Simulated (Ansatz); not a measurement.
Debugging a test of the smearing width of YbRh₃C, space group Pm-3m (Ansatz's Python interface).

The script, `smear_ybrh3c.py`:
```python
"""Smearing width test for YbRh3C."""

from dataclasses import dataclass

import ansatz as az
import pandas as pd


@dataclass(frozen=True)
class Options:
    ecut: int = 420
    xc: str = "pbesol"
    kmesh: tuple[int, ...] = (5, 5, 5)


opts = Options()

crystal = (
    az.Lattice.from_parameters(4.135533, 4.135533, 4.135533, alpha=90.0, beta=90.0, gamma=90.0)
    .atom("Yb", (0.0, 0.0, 0.0))
    .atom("Rh", (0.0, 0.5, 0.5))
    .atom("Rh", (0.5, 0.5, 0.0))
    .atom("Rh", (0.5, 0.0, 0.5))
    .atom("C", (0.5, 0.5, 0.5))
)

job = (
    crystal.calculation()
    .basis(opts.ecut)
    .functional(opts.xc)
    .kpoints(*opts.kmesh)
    .pseudopotentials("paw")
    .forces()
    .stress()
)

rows = []
for value in [0.5, 0.3, 0.2, 0.1]:
    rep = job.occupations("methfessel_paxton", width=value).run().report
    rows.append((value, rep["free_energy"] / len(rep["lattice"]["sites"]), rep["n_iterations"], sum(rep["stress_gpa"][i][i] for i in range(3)) / 3, max(abs(f) for row in rep["forces_ev_ang"] for f in row), rep["n_kpoints"]))

table = pd.DataFrame(rows, columns=["width (eV)", "F/atom (eV)", "iterations", "P (GPa)", "max component (eV/A)", "k-points"])
print(table.round(5).to_string(index=False))

# differences from the last row
for row in rows[:-1]:
    shift = 1000 * (row[1] - rows[-1][1])
    print(f"{row[0]}: {shift:+.2f} meV/atom" + ("  (within 5 meV)" if abs(shift) < 5 else ""))
```

```console
$ python smear_ybrh3c.py
Traceback (most recent call last):
  File "smear_ybrh3c.py", line 40, in <module>
    rows.append((value, rep["free_energy"] / len(rep["lattice"]["sites"]), rep["n_iterations"], sum(rep["stress_gpa"][i][i] for i in range(3)) / 3, max(abs(f) for row in rep["forces_ev_ang"] for f in row), rep["n_kpoints"]))
                        ~~~^^^^^^^^^^^^^^^
KeyError: 'free_energy'
```

Why does it end like this?

The fault: the report has no such key (the free energy stands under free_energy_ev). The change:

```diff
--- before
+++ after
@@ -39,3 +39,3 @@
     rep = job.occupations("methfessel_paxton", width=value).run().report
-    rows.append((value, rep["free_energy"] / len(rep["lattice"]["sites"]), rep["n_iterations"], sum(rep["stress_gpa"][i][i] for i in range(3)) / 3, max(abs(f) for row in rep["forces_ev_ang"] for f in row), rep["n_kpoints"]))
+    rows.append((value, rep["free_energy_ev"] / len(rep["lattice"]["sites"]), rep["n_iterations"], sum(rep["stress_gpa"][i][i] for i in range(3)) / 3, max(abs(f) for row in rep["forces_ev_ang"] for f in row), rep["n_kpoints"]))
```

After the fix:

Running `python smear_ybrh3c.py` prints:
```text
 width (eV)  F/atom (eV)  iterations  P (GPa)  max component (eV/A)  k-points
        0.5  -6588.23641          11 -4.54117                   0.0        10
        0.3  -6588.23936          10 -4.58423                   0.0        10
        0.2  -6588.24239          12 -4.65143                   0.0        10
        0.1  -6588.24784          12 -4.73517                   0.0        10
0.5: +11.43 meV/atom
0.3: +8.47 meV/atom
0.2: +5.44 meV/atom
```

Reading the output:
- Semilocal functionals put the nearly full 4f shell of Yb too close to the Fermi level.
- The mesh is modest for a metal, so energies can be off by several to tens of meV an atom and pressures by half a GPa or more; differences at equal mesh fare better.
- Forces vanish by symmetry here and test nothing.
- The narrowest width needs the finest mesh, so the last row is no converged reference.
- Pressure is positive in compression.
- This cell is a computed structure, which may not be the phase found in nature.
- Run time: 15 s on 1 thread of Arm Neoverse V1, on a shared host, peak memory 0.45 GiB.

(Lines on the test bed's own set-up are left out of the output.)
